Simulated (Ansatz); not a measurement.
# MoS2: the cost of one run

Method: DFT PBE+D3(BJ), scalar-relativistic, plane waves, PAW, in Ansatz 0.2.0.

1 further run of the same task is left out (set aside as unsound or not needed).

## (1) The system as given

It takes space group P6_3/mmc (No. 194, hexagonal). Conventional cell: a = 3.149 Å, b = 3.149 Å, c = 12.088 Å, α = 90.00°, β = 90.00°, γ = 120.00°. Mo (site symmetry -6m2) has 6 S at 2.40 Å as nearest neighbours. S (site symmetry 3m) has 3 Mo at 2.40 Å as nearest neighbours.

Coordinates:

```cif
data_structure
_symmetry_space_group_name_H-M 'P6_3/mmc'
_symmetry_Int_Tables_number 194
_cell_length_a 3.1494
_cell_length_b 3.1494
_cell_length_c 12.0879
_cell_angle_alpha 90.000
_cell_angle_beta 90.000
_cell_angle_gamma 120.000
_cell_volume 103.83
loop_
_atom_site_label
_atom_site_type_symbol
_atom_site_symmetry_multiplicity
_atom_site_Wyckoff_symbol
_atom_site_fract_x
_atom_site_fract_y
_atom_site_fract_z
_atom_site_occupancy
Mo1 Mo 2 c 0.33333 0.66667 0.25000 1
S1 S 4 f 0.33333 0.66667 0.62046 1
```

It is the result of an earlier relaxation at this level (volume 17.31 Å³/atom; gap on the mesh: 0.78 eV).

## (2) Linear response at Γ

input.yaml reads:

```yaml
crystal:
  lattice:
    - [3.1493701778, 0.0, 0.0]
    - [-1.5746850889, 2.7274345799, 0.0]
    - [0.0, 0.0, 12.0879183589]
  atoms:
    - { symbol: Mo, position: [0.3333333333, 0.6666666667, 0.25] }
    - { symbol: Mo, position: [0.6666666667, 0.3333333333, 0.75] }
    - { symbol: S, position: [0.3333333333, 0.6666666667, 0.6204631632] }
    - { symbol: S, position: [0.6666666667, 0.3333333333, 0.1204631632] }
    - { symbol: S, position: [0.3333333333, 0.6666666667, 0.8795368368] }
    - { symbol: S, position: [0.6666666667, 0.3333333333, 0.3795368368] }
basis:
  ecutwfc: 420
kpoints:
  mp_grid: { grid: [12, 12, 4] }
hamiltonian:
  xc: pbe
  dispersion: d3bj
scf:
  occupations: { method: fixed }
output:
  eigenvalues: true
phonons:
  method: dfpt
  dielectric: true
  rigid_motions: translations
  raman: true
  eigenvectors: true
```

Run with:

```sh
> ansatz run input.yaml --threads 2 --pin off --max-ram 5120MiB --backend cpu --events-out ev --progress --plain --runs-dir out
```

**Question.** How long does this run take on 2 threads of Intel Xeon at 2.50GHz (Skylake/Cascade Lake), shared host, and how much memory does it need?

About 20 min, with a peak of 2.3 GiB.
